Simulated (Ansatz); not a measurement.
# Cl2H5NSi: the cost of one run

Program: Ansatz 0.2.0. Level of theory: RHF/def2-SVP. These are calculated values, not measurements.

**1. The system as given**

Bond lengths: Si1–N2 2.170 Å, N2–H3 1.060 Å, N2–H4 1.060 Å, Si1–H5 1.460 Å, Si1–Cl6 2.128 Å, Si1–Cl7 2.128 Å. Angles: Si1–N2–H3 120.0°, Si1–N2–H4 120.0°, H3–N2–H4 120.0°, N2–Si1–H5 109.5°, N2–Si1–Cl6 109.5°, N2–Si1–Cl7 109.5°, H5–Si1–Cl6 109.5°, H5–Si1–Cl7 109.5°, Cl6–Si1–Cl7 109.5°.

As a file:

```xyz
9

Si    0.0000    0.0000    0.0000
N     0.0000    0.0000    2.1700
H    -0.8770   -0.2713    2.7000
H     0.8770    0.2713    2.7000
H     1.3768    0.0000   -0.4862
Cl   -1.0032    1.7381   -0.7093
Cl   -1.0032   -1.7381   -0.7093
H     0.6598    1.5344    0.5550
H     0.5238    1.2180    1.5131
```

**2. A restrained relaxation towards end A**

Springs on the bonds that form and break draw the guess towards this end; the thresholds are loose.

Contents of input.yaml:

```yaml
crystal:
  periodic: [false, false, false]
  atoms:
    - { symbol: Si, position_ang: [0.0, 0.0, 0.0] }
    - { symbol: "N", position_ang: [0.0, 0.0, 2.17] }
    - { symbol: H, position_ang: [-0.877, -0.2713, 2.7] }
    - { symbol: H, position_ang: [0.877, 0.2713, 2.7] }
    - { symbol: H, position_ang: [1.3768, 0.0, -0.4862] }
    - { symbol: Cl, position_ang: [-1.0032, 1.7381, -0.7093] }
    - { symbol: Cl, position_ang: [-1.0032, -1.7381, -0.7093] }
    - { symbol: H, position_ang: [0.6598, 1.5344, 0.555] }
    - { symbol: H, position_ang: [0.5238, 1.218, 1.5131] }
basis:
  gaussian: { orbitals: def2-SVP }
hamiltonian:
  xc: hf
relax:
  f_tol: 0.15
  max_steps: 25
  restrain:
    - { distance: [0, 7], at: 2.66, k: 30.0 }
    - { distance: [8, 1], at: 2.26, k: 30.0 }
    - { distance: [0, 1], at: 1.82, k: 30.0 }
    - { distance: [8, 7], at: 0.66, k: 30.0 }
```

On the command line:

```
$ ansatz run input.yaml --threads 1 --pin off --max-ram 2048MiB --backend cpu --events-out ev --progress --plain --runs-dir out
```

What time and memory should one allow on 1 thread of Arm Neoverse V1, shared host?

About 20 s, with a peak of 0.18 GiB.
